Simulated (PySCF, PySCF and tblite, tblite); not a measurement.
**C5H3N3: telling isomers apart by computed NMR**

Aim: see whether computed shieldings tell isomers of C5H3N3 apart.

Programs: PySCF 2.14.0 with density-fitted response routines of our own, and tblite 0.8.0. All values are computed, except where a source is named. Atoms count from 0 throughout.

### 1 The starting structure

11 atoms, charge 0, multiplicity 1; geometry from: MMFF94s geometry. This is the first candidate.

Bonds of the start (Å): C1–C2 1.42, C2–C3 1.40, C2–N7 1.35, C3–C4 1.39, C3–H8 1.08, C4–C5 1.38, C4–H9 1.09, C5–H10 1.08, C5–N6 1.35, N0–C1 1.18, N6–N7 1.37.

### 2 GFN2-xTB relaxation, isomer A, conformer 1

Job settings and geometry (Å):

```
{"job": {"xc": "GFN2-xTB", "basis": "xTB", "kind": "relax"}, "charge": 0, "multiplicity": 1}
N      3.575900    -0.349400     0.029900
C      2.400400    -0.363400     0.030700
C      0.983400    -0.338500     0.046700
C      0.271200     0.854600    -0.139500
C     -1.118300     0.792300    -0.107900
C     -1.726200    -0.435400     0.070600
N     -1.012300    -1.567100     0.236700
N      0.359300    -1.516000     0.229800
H      0.792800     1.787800    -0.275000
H     -1.718600     1.688500    -0.242600
H     -2.802300    -0.550600     0.094700
```

Started as:

```bash
OMP_NUM_THREADS=1 python ens_run.py task.json out
```

One launch serves the whole session.

Standard output:

```text
step      E/eV     max force
  0    -568.60257    3.576
  1    -568.41794   12.807
  2    -568.79851    1.935
  3    -568.83041    0.973
  4    -568.84723    0.295
  5    -568.85392    0.438
  6    -568.86079    0.354
  7    -568.86367    0.138
  8    -568.86468    0.087
  9    -568.86515    0.073
 10    -568.86534    0.041
 11    -568.86543    0.036
 12    -568.86543    0.036
 13    -568.86547    0.031
 14    -568.86553    0.084
 15    -568.86552    0.094
 16    -568.86557    0.012
 17    -568.86558    0.010
 18    -568.86560    0.014
 19    -568.86560    0.006
 20    -568.86560    0.005
 21    -568.86560    0.009
 22    -568.86561    0.008
 23    -568.86561    0.003
```

Run time: 0.21 s. Hardware: 1 thread of AMD EPYC, shared host.

Gain 0.263 eV; displacement 0.04 Å root mean square.

### 3 Shieldings, isomer A, conformer 1: wB97X-D/pcSseg-1 in dimethylsulfoxide

Job settings and geometry (Å):

```
{"job": {"xc": "wB97X-D", "basis": "pcSseg-1", "solvent": "dimethylsulfoxide", "kind": "nmr", "pop": true}, "charge": 0, "multiplicity": 1}
N      3.516681    -0.346388     0.027034
C      2.372256    -0.372978     0.038770
C      0.951373    -0.348966     0.044480
C      0.270934     0.865563    -0.133837
C     -1.107239     0.807888    -0.116256
C     -1.686095    -0.446861     0.074759
N     -0.971520    -1.546014     0.236048
N      0.317006    -1.505297     0.222900
H      0.813377     1.788153    -0.276293
H     -1.713997     1.691131    -0.243938
H     -2.757351    -0.583562     0.100371
```

Standard output:

```text
coarse grid: 10480 points
cycle   1  E = -356.2385972858  dE =  1.810e+00  |g| = 5.379e-01  |ddm| = 3.480e+00
cycle   2  E = -356.2008807686  dE =  3.772e-02  |g| = 7.298e-01  |ddm| = 1.025e+00
cycle   3  E = -356.3113960875  dE = -1.105e-01  |g| = 6.325e-02  |ddm| = 5.445e-01
cycle   4  E = -356.3122901026  dE = -8.940e-04  |g| = 2.559e-02  |ddm| = 1.068e-01
cycle   5  E = -356.3124423008  dE = -1.522e-04  |g| = 9.015e-03  |ddm| = 3.481e-02
cycle   6  E = -356.3124607727  dE = -1.847e-05  |g| = 2.987e-03  |ddm| = 1.318e-02
cycle   7  E = -356.3124632054  dE = -2.433e-06  |g| = 7.740e-04  |ddm| = 4.610e-03
final grid: 105136 points
cycle   8  E = -356.3612349476  dE = -1.242e-04  |g| = 5.580e-03  |ddm| = 4.404e-02
cycle   9  E = -356.3612320810  dE =  2.867e-06  |g| = 7.069e-03  |ddm| = 9.320e-03
cycle  10  E = -356.3612419600  dE = -9.879e-06  |g| = 8.366e-04  |ddm| = 4.545e-03
cycle  11  E = -356.3612420827  dE = -1.227e-07  |g| = 4.481e-04  |ddm| = 1.169e-03
cycle  12  E = -356.3612421290  dE = -4.631e-08  |g| = 1.081e-04  |ddm| = 4.223e-04
cycle  13  E = -356.3612421320  dE = -2.954e-09  |g| = 2.703e-05  |ddm| = 1.357e-04
cycle  14  E = -356.3612421324  dE = -3.930e-10  |g| = 1.157e-05  |ddm| = 6.979e-05
converged SCF energy = -356.3612421324

GIAO shielding tensors (ppm)
atom      isotropic    diamagn.    paramagn.     s11        s22        s33       span
  0 N      -33.999     341.845    -375.844   -182.173   -168.708    248.883    431.057
  1 C       61.611     258.983    -197.372    -58.545    -45.660    289.037    347.582
  2 C       40.516     252.764    -212.248   -102.861     77.351    147.057    249.918
  3 C       41.059     252.020    -210.960    -79.462     20.899    181.741    261.203
  4 C       51.080     253.995    -202.916    -72.042     35.774    189.508    261.550
  5 C       26.871     249.865    -222.994    -99.767     24.782    155.597    255.365
  6 N     -176.983     324.320    -501.303   -589.515   -199.376    257.941    847.456
  7 N     -191.840     323.451    -515.290   -630.026   -199.126    253.633    883.659
  8 H       23.162      30.526      -7.364     20.111     21.703     27.674      7.563
  9 H       23.449      29.679      -6.230     20.569     22.329     27.448      6.878
 10 H       21.908      28.212      -6.304     19.325     19.578     26.821      7.496
```

Wall time 37 s (1 thread of AMD EPYC, shared host).

This run: HOMO -9.41 eV, LUMO -0.50 eV; dipole 8.08 D.

### 4 Single-point energy, isomer A, conformer 1: PBE0/def2-SVP in dimethylsulfoxide

Changed since step 3:

```diff
@@ -1,2 +1,2 @@
-{"job": {"xc": "wB97X-D", "basis": "pcSseg-1", "solvent": "dimethylsulfoxide", "kind": "nmr", "pop": true}, "charge": 0, "multiplicity": 1}
+{"job": {"xc": "PBE0", "basis": "def2-SVP", "solvent": "dimethylsulfoxide", "kind": "sp"}, "charge": 0, "multiplicity": 1}
 N      3.516681    -0.346388     0.027034
```

Standard output:

```text
coarse grid: 10480 points
cycle   1  E = -355.7759966302  dE =  1.513e+00  |g| = 4.185e-01  |ddm| = 4.387e+00
cycle   2  E = -355.6754125874  dE =  1.006e-01  |g| = 7.900e-01  |ddm| = 1.063e+00
cycle   3  E = -355.8164174332  dE = -1.410e-01  |g| = 7.829e-02  |ddm| = 6.572e-01
cycle   4  E = -355.8176037811  dE = -1.186e-03  |g| = 2.925e-02  |ddm| = 1.117e-01
cycle   5  E = -355.8177911278  dE = -1.873e-04  |g| = 8.763e-03  |ddm| = 3.465e-02
cycle   6  E = -355.8178086862  dE = -1.756e-05  |g| = 2.998e-03  |ddm| = 1.143e-02
cycle   7  E = -355.8178106915  dE = -2.005e-06  |g| = 6.988e-04  |ddm| = 3.316e-03
final grid: 105136 points
cycle   8  E = -355.8599045710  dE = -2.306e-05  |g| = 4.898e-03  |ddm| = 3.052e-02
cycle   9  E = -355.8599046432  dE = -7.226e-08  |g| = 5.089e-03  |ddm| = 1.180e-02
cycle  10  E = -355.8599104612  dE = -5.818e-06  |g| = 1.249e-03  |ddm| = 6.240e-03
cycle  11  E = -355.8599108274  dE = -3.662e-07  |g| = 3.139e-04  |ddm| = 1.402e-03
cycle  12  E = -355.8599108475  dE = -2.017e-08  |g| = 1.110e-04  |ddm| = 3.338e-04
cycle  13  E = -355.8599108499  dE = -2.374e-09  |g| = 3.543e-05  |ddm| = 1.207e-04
cycle  14  E = -355.8599108502  dE = -2.875e-10  |g| = 1.127e-05  |ddm| = 4.921e-05
converged SCF energy = -355.8599108502
```

It took 10 s on 1 thread of AMD EPYC, shared host.

In short: HOMO -7.20 eV, LUMO -2.10 eV; dipole 7.63 D.

### 5 The ensemble, isomer A: properties at wB97X-D/pcSseg-1 in dimethylsulfoxide

Job settings and geometry (Å):

```
{"job": {"study": "conf", "smiles": "N#Cc1cccnn1", "search": {"seed": 2471, "n_embed": 45, "ff_keep": 10, "window": 2.5, "nmax": 6, "temps": [250, 298.15, 350], "t_ref": 298.15, "order": 0.001}, "level": {"nmr": {"xc": "wB97X-D", "basis": "pcSseg-1", "solvent": "dimethylsulfoxide"}, "sp": {"xc": "PBE0", "basis": "def2-SVP", "solvent": "dimethylsulfoxide"}}, "kind": "conf"}, "charge": 0, "multiplicity": 1}
N      3.516681    -0.346388     0.027034
C      2.372256    -0.372978     0.038770
C      0.951373    -0.348966     0.044480
C      0.270934     0.865563    -0.133837
C     -1.107239     0.807888    -0.116256
C     -1.686095    -0.446861     0.074759
N     -0.971520    -1.546014     0.236048
N      0.317006    -1.505297     0.222900
H      0.813377     1.788153    -0.276293
H     -1.713997     1.691131    -0.243938
H     -2.757351    -0.583562     0.100371
```

Standard output:

```text
conformer  sym    E(xTB)   E(DFT)   G(298.15 K)  weight  dipole/D
    1     Cs      0.000    0.000    0.000   1.0000    7.632

mean shielding (ppm) by class
class atoms           250 K   298.15 K      350 K
  0 N  0            -33.999    -33.999    -33.999
  1 C  1             61.611     61.611     61.611
  2 C  2             40.516     40.516     40.516
  3 C  3             41.059     41.059     41.059
  4 C  4              51.08      51.08      51.08
  5 C  5             26.871     26.871     26.871
  6 N  6           -176.983   -176.983   -176.983
  7 N  7            -191.84    -191.84    -191.84
  8 H  8             23.162     23.162     23.162
  9 H  9             23.449     23.449     23.449
 10 H  10            21.908     21.908     21.908
```

Wall time 49 s (1 thread of AMD EPYC, shared host). This counts the runs that the step sums up.

The search (ETKDG and KDG, MMFF94s, GFN2-xTB) embedded 45 structures, kept 1 distinct ones after the force field and 1 after xTB; 1 was carried on (window 2.5 kcal/mol at the search's own energies). Energies: PBE0/def2-SVP in dimethylsulfoxide with D3(BJ).

Conformer by conformer (298 K):

```tsv
no.	group	mirror pair	ΔE xTB	ΔE DFT	ΔG	weight (%)	μ (D)	A, B, C (GHz)
1	Cs	no	0.00	0.00	0.00	100.0	7.63	6.07, 1.65, 1.29
```

Energies in kcal/mol. ΔG holds xTB vibrations and rotation, symmetry numbers and mirror pairs.

Shifts against references run at the same level (¹H TMS 31.81, ¹³C TMS 188.0 ppm of shielding), by class of atoms, at 298 K:

```tsv
atoms	environment	average
C5	aromatic CH next to a ring nitrogen	161.1
C2	substituted aromatic carbon next to a ring nitrogen	147.5
C3	aromatic CH	146.9
C4	aromatic CH	136.9
C1	nitrile carbon	126.4
H10	hydrogen on an aromatic CH next to a ring nitrogen	9.90
H8	hydrogen on an aromatic CH	8.64
H9	hydrogen on an aromatic CH	8.36
N7	pyridine-type ring nitrogen	-191.8 (σ)
N6	pyridine-type ring nitrogen	-177.0 (σ)
N0	nitrile nitrogen	-34.0 (σ)
```

Effective distances for nuclear Overhauser effects, ⟨r⁻⁶⟩^(−1/6) over all pairs of two classes (Å): H8···H9 2.53; H9···H10 2.53.

### 6 GFN2-xTB relaxation, isomer B, conformer 1

Job settings and geometry (Å):

```
{"job": {"xc": "GFN2-xTB", "basis": "xTB", "kind": "relax"}, "charge": 0, "multiplicity": 1}
N      3.276000     0.024700     0.076800
C      2.104900    -0.036200     0.036300
C      0.695200    -0.126100     0.010500
C     -0.103500     1.028500     0.049300
C     -1.473900     0.857700     0.022800
N     -2.061500    -0.353300    -0.074700
N     -1.281800    -1.469600    -0.125500
C      0.066100    -1.346200    -0.078100
H      0.336700     2.009400     0.129600
H     -2.157900     1.701500     0.054800
H      0.605200    -2.287800    -0.127800
```

Standard output:

```text
step      E/eV     max force
  0    -568.67317    3.271
  1    -568.55729   11.302
  2    -568.84106    2.189
  3    -568.88932    0.890
  4    -568.90573    0.231
  5    -568.90859    0.197
  6    -568.91180    0.148
  7    -568.91261    0.084
  8    -568.91306    0.059
  9    -568.91337    0.066
 10    -568.91352    0.033
 11    -568.91352    0.033
 12    -568.91354    0.070
 13    -568.91358    0.033
 14    -568.91362    0.027
 15    -568.91366    0.014
 16    -568.91368    0.014
 17    -568.91370    0.015
 18    -568.91373    0.021
 19    -568.91377    0.019
 20    -568.91379    0.014
 21    -568.91382    0.014
 22    -568.91384    0.017
 23    -568.91386    0.017
 24    -568.91388    0.013
 25    -568.91389    0.008
 26    -568.91390    0.005
 27    -568.91390    0.004
```

It took 0.29 s on 1 thread of AMD EPYC, shared host.

The energy fell by 0.241 eV, and the atoms moved 0.03 Å (root mean square).

### 7 Shieldings, isomer B, conformer 1: wB97X-D/pcSseg-1 in dimethylsulfoxide

Job settings and geometry (Å):

```
{"job": {"xc": "wB97X-D", "basis": "pcSseg-1", "solvent": "dimethylsulfoxide", "kind": "nmr", "pop": false}, "charge": 0, "multiplicity": 1}
N      3.259029    -0.000810     0.071348
C      2.114631    -0.038817     0.043442
C      0.701820    -0.102214     0.007773
C     -0.094759     1.035935     0.058907
C     -1.471563     0.831342     0.015072
N     -2.017514    -0.366818    -0.070201
N     -1.273488    -1.429547    -0.118465
C      0.036589    -1.338160    -0.083349
H      0.334781     2.023773     0.129322
H     -2.167061     1.657419     0.048974
H      0.582959    -2.269431    -0.128786
```

Standard output:

```text
coarse grid: 10480 points
cycle   1  E = -356.2392682882  dE =  1.815e+00  |g| = 5.344e-01  |ddm| = 3.517e+00
cycle   2  E = -356.2000722171  dE =  3.920e-02  |g| = 7.311e-01  |ddm| = 1.138e+00
cycle   3  E = -356.3124319132  dE = -1.124e-01  |g| = 6.003e-02  |ddm| = 5.875e-01
cycle   4  E = -356.3132750783  dE = -8.432e-04  |g| = 2.296e-02  |ddm| = 1.086e-01
cycle   5  E = -356.3134042322  dE = -1.292e-04  |g| = 7.977e-03  |ddm| = 3.547e-02
cycle   6  E = -356.3134193439  dE = -1.511e-05  |g| = 2.617e-03  |ddm| = 1.307e-02
cycle   7  E = -356.3134211541  dE = -1.810e-06  |g| = 7.806e-04  |ddm| = 4.181e-03
final grid: 105136 points
cycle   8  E = -356.3619065953  dE = -1.096e-04  |g| = 5.277e-03  |ddm| = 4.627e-02
cycle   9  E = -356.3619032474  dE =  3.348e-06  |g| = 6.914e-03  |ddm| = 9.107e-03
cycle  10  E = -356.3619128926  dE = -9.645e-06  |g| = 7.229e-04  |ddm| = 4.975e-03
cycle  11  E = -356.3619130011  dE = -1.085e-07  |g| = 3.780e-04  |ddm| = 1.294e-03
cycle  12  E = -356.3619130354  dE = -3.430e-08  |g| = 9.433e-05  |ddm| = 3.908e-04
cycle  13  E = -356.3619130381  dE = -2.674e-09  |g| = 3.327e-05  |ddm| = 1.660e-04
cycle  14  E = -356.3619130386  dE = -5.703e-10  |g| = 9.718e-06  |ddm| = 8.196e-05
converged SCF energy = -356.3619130386

GIAO shielding tensors (ppm)
atom      isotropic    diamagn.    paramagn.     s11        s22        s33       span
  0 N      -42.515     342.520    -385.036   -187.733   -180.264    240.451    428.184
  1 C       62.154     258.878    -196.724    -59.382    -48.567    294.411    353.794
  2 C       67.826     261.866    -194.040    -52.758     78.585    177.652    230.411
  3 C       46.549     249.635    -203.086    -76.143     30.697    185.093    261.236
  4 C       27.269     250.193    -222.924   -105.618     30.285    157.140    262.759
  5 N     -193.074     324.060    -517.134   -629.507   -208.673    258.958    888.465
  6 N     -173.910     323.413    -497.323   -574.656   -205.026    257.952    832.608
  7 C       27.152     245.167    -218.015    -97.369     26.833    151.992    249.360
  8 H       23.403      30.258      -6.855     20.272     21.176     28.761      8.489
  9 H       21.762      28.121      -6.359     19.096     19.212     26.979      7.883
 10 H       21.940      28.684      -6.744     18.635     18.942     28.243      9.607
```

Run time: 35 s. Hardware: 1 thread of AMD EPYC, shared host.

In short: HOMO -9.38 eV, LUMO -0.82 eV; dipole 3.20 D.

### 8 Single-point energy, isomer B, conformer 1: PBE0/def2-SVP in dimethylsulfoxide

Changed since step 7:

```diff
@@ -1,2 +1,2 @@
-{"job": {"xc": "wB97X-D", "basis": "pcSseg-1", "solvent": "dimethylsulfoxide", "kind": "nmr", "pop": false}, "charge": 0, "multiplicity": 1}
+{"job": {"xc": "PBE0", "basis": "def2-SVP", "solvent": "dimethylsulfoxide", "kind": "sp"}, "charge": 0, "multiplicity": 1}
 N      3.259029    -0.000810     0.071348
```

Standard output:

```text
coarse grid: 10480 points
cycle   1  E = -355.7788375955  dE =  1.515e+00  |g| = 4.020e-01  |ddm| = 4.323e+00
cycle   2  E = -355.6862067496  dE =  9.263e-02  |g| = 7.591e-01  |ddm| = 1.011e+00
cycle   3  E = -355.8164423031  dE = -1.302e-01  |g| = 7.121e-02  |ddm| = 6.300e-01
cycle   4  E = -355.8174916507  dE = -1.049e-03  |g| = 2.089e-02  |ddm| = 8.551e-02
cycle   5  E = -355.8175802533  dE = -8.860e-05  |g| = 1.025e-02  |ddm| = 3.343e-02
cycle   6  E = -355.8176065524  dE = -2.630e-05  |g| = 2.846e-03  |ddm| = 1.278e-02
cycle   7  E = -355.8176083930  dE = -1.841e-06  |g| = 5.451e-04  |ddm| = 3.071e-03
final grid: 105136 points
cycle   8  E = -355.8599104026  dE = -2.511e-05  |g| = 4.976e-03  |ddm| = 5.459e-02
cycle   9  E = -355.8599093913  dE =  1.011e-06  |g| = 5.602e-03  |ddm| = 1.178e-02
cycle  10  E = -355.8599163372  dE = -6.946e-06  |g| = 1.426e-03  |ddm| = 6.881e-03
cycle  11  E = -355.8599168438  dE = -5.066e-07  |g| = 3.081e-04  |ddm| = 1.645e-03
cycle  12  E = -355.8599168623  dE = -1.848e-08  |g| = 1.320e-04  |ddm| = 3.437e-04
cycle  13  E = -355.8599168658  dE = -3.491e-09  |g| = 3.549e-05  |ddm| = 1.200e-04
cycle  14  E = -355.8599168661  dE = -2.817e-10  |g| = 9.095e-06  |ddm| = 4.376e-05
converged SCF energy = -355.8599168661
```

It took 13 s on 1 thread of AMD EPYC, shared host.

Key values: HOMO -7.16 eV, LUMO -2.41 eV; dipole 3.00 D.

### 9 The ensemble, isomer B: properties at wB97X-D/pcSseg-1 in dimethylsulfoxide

Job settings and geometry (Å):

```
{"job": {"study": "conf", "smiles": "N#Cc1ccnnc1", "search": {"seed": 2471, "n_embed": 45, "ff_keep": 10, "window": 2.5, "nmax": 6, "temps": [250, 298.15, 350], "t_ref": 298.15, "order": 0.001}, "level": {"nmr": {"xc": "wB97X-D", "basis": "pcSseg-1", "solvent": "dimethylsulfoxide"}, "sp": {"xc": "PBE0", "basis": "def2-SVP", "solvent": "dimethylsulfoxide"}}, "kind": "conf"}, "charge": 0, "multiplicity": 1}
N      3.259029    -0.000810     0.071348
C      2.114631    -0.038817     0.043442
C      0.701820    -0.102214     0.007773
C     -0.094759     1.035935     0.058907
C     -1.471563     0.831342     0.015072
N     -2.017514    -0.366818    -0.070201
N     -1.273488    -1.429547    -0.118465
C      0.036589    -1.338160    -0.083349
H      0.334781     2.023773     0.129322
H     -2.167061     1.657419     0.048974
H      0.582959    -2.269431    -0.128786
```

Standard output:

```text
conformer  sym    E(xTB)   E(DFT)   G(298.15 K)  weight  dipole/D
    1     Cs      0.000    0.000    0.000   1.0000    2.997

mean shielding (ppm) by class
class atoms           250 K   298.15 K      350 K
  0 N  0            -42.515    -42.515    -42.515
  1 C  1             62.154     62.154     62.154
  2 C  2             67.826     67.826     67.826
  3 C  3             46.549     46.549     46.549
  4 C  4             27.269     27.269     27.269
  5 N  5           -193.074   -193.074   -193.074
  6 N  6            -173.91    -173.91    -173.91
  7 C  7             27.152     27.152     27.152
  8 H  8             23.403     23.403     23.403
  9 H  9             21.762     21.762     21.762
 10 H  10             21.94      21.94      21.94
```

Wall time 49 s (1 thread of AMD EPYC, shared host). This counts the runs that the step sums up.

The search (ETKDG and KDG, MMFF94s, GFN2-xTB) embedded 45 structures, kept 1 distinct ones after the force field and 1 after xTB; 1 was carried on (window 2.5 kcal/mol at the search's own energies). Energies: PBE0/def2-SVP in dimethylsulfoxide with D3(BJ).

Conformer by conformer (298 K):

```tsv
no.	group	mirror pair	ΔE xTB	ΔE DFT	ΔG	weight (%)	μ (D)	A, B, C (GHz)
1	Cs	no	0.00	0.00	0.00	100.0	3.00	6.23, 1.59, 1.26
```

Energies in kcal/mol. ΔG holds xTB vibrations and rotation, symmetry numbers and mirror pairs.

Shifts against references run at the same level (¹H TMS 31.81, ¹³C TMS 188.0 ppm of shielding), by class of atoms, at 298 K:

```tsv
atoms	environment	average
C7	aromatic CH next to a ring nitrogen	160.8
C4	aromatic CH next to a ring nitrogen	160.7
C3	aromatic CH	141.4
C1	nitrile carbon	125.8
C2	substituted aromatic carbon	120.2
H9	hydrogen on an aromatic CH next to a ring nitrogen	10.04
H10	hydrogen on an aromatic CH next to a ring nitrogen	9.87
H8	hydrogen on an aromatic CH	8.40
N5	pyridine-type ring nitrogen	-193.1 (σ)
N6	pyridine-type ring nitrogen	-173.9 (σ)
N0	nitrile nitrogen	-42.5 (σ)
```

Effective distances for nuclear Overhauser effects, ⟨r⁻⁶⟩^(−1/6) over all pairs of two classes (Å): H8···H9 2.53.

[end of part 1 of 2]
